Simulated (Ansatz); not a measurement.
Working through a convergence test of the k-point mesh of YTl, space group Pm-3m

Program: the Python package of Ansatz (0.2.0).

The cells in order, each with its output:

In [1]:
```python
import warnings

import ansatz as az
import numpy as np
from tabulate import tabulate
```

In [2]:
```python
config = {
    'xc': 'pbesol',
    'filling': 'fermi_dirac',
    'width_ev': 0.15,
    'scf_tol': 1e-08,
}
```

In [3]:
```python
warnings.simplefilter('ignore', az.DeckWarning)

vectors = np.array([
    [3.751, 0.0, 0.0],
    [0.0, 3.751, 0.0],
    [0.0, 0.0, 3.751],
])
structure = (
    az.Lattice.of(vectors)
    .atom('Y', [0.5, 0.5, 0.5])
    .atom('Tl', [0.0, 0.0, 0.0])
)

[site.symbol for site in structure.resolved().sites]
```
Out [3]:
```text
['Y', 'Tl']
```

In [4]:
```python
calculation = (
    structure.calculation()
    .functional(config['xc'])
    .pseudopotentials('paw')
    .occupations(config['filling'], width=config['width_ev'])
    .scf(tolerance=config['scf_tol'])
    .forces()
    .stress()
)
```

In [5]:
```python
rows = []
for value in [(2, 2, 2), (3, 3, 3), (4, 4, 4), (5, 5, 5), (6, 6, 6), (7, 7, 7)]:
    data = calculation.kpoints(mesh=value).run().report
    rows.append((value, data['free_energy_ev'] / len(data['lattice']['sites']), data['n_iterations'], sum(data['stress_gpa'][i][i] for i in range(3)) / 3, max(abs(f) for row in data['forces_ev_ang'] for f in row), data['n_kpoints']))
```

In [6]:
```python
print(tabulate(rows, headers=['mesh', 'F/atom (eV)', 'iterations', 'P (GPa)', 'max component (eV/A)', 'k-points'], floatfmt='.4f', tablefmt='github'))
```
```text
| mesh      |   F/atom (eV) |   iterations |   P (GPa) |   max component (eV/A) |   k-points |
|-----------|---------------|--------------|-----------|------------------------|------------|
| (2, 2, 2) |    -7546.1980 |            7 |   -0.6234 |                 0.0000 |          4 |
| (3, 3, 3) |    -7545.9432 |            6 |    0.2466 |                 0.0000 |          4 |
| (4, 4, 4) |    -7545.8720 |            6 |   -0.0136 |                 0.0000 |         10 |
| (5, 5, 5) |    -7545.8726 |            6 |   -0.4065 |                 0.0000 |         10 |
| (6, 6, 6) |    -7545.8519 |            6 |   -0.3053 |                 0.0000 |         20 |
| (7, 7, 7) |    -7545.8557 |            6 |   -0.5135 |                 0.0000 |         20 |
```

In [7]:
```python
# the last row is the reference
for row in rows[:-1]:
    shift = 1000 * (row[1] - rows[-1][1])
    print(f'{row[0]}: {shift:+.2f} meV/atom' + ('  (within 2 meV)' if abs(shift) < 2 else ''))
```
```text
(2, 2, 2): -342.36 meV/atom
(3, 3, 3): -87.52 meV/atom
(4, 4, 4): -16.34 meV/atom
(5, 5, 5): -16.93 meV/atom
(6, 6, 6): +3.78 meV/atom
```

A Fermi-Dirac width this large means warm electrons, whose thermal share enters the free energy. The program warned that this SCF threshold is loose for forces or stresses. Forces vanish by symmetry here and test nothing. Pressure is positive in compression. Spin-orbit coupling, which matters for elements this heavy, is left out. The starting cell is as deposited in a crystallographic database; the results hold for this polymorph, which needn't be the stable one. Shifts are counted from the finest mesh, which is itself no proven limit. The script silences the warnings on its input, which a real study should read. Timing: 5.2 s on 1 thread of Arm Neoverse V2, on a shared host, peak memory 0.38 GiB.

(Lines on the test bed's own set-up are left out of the output.)
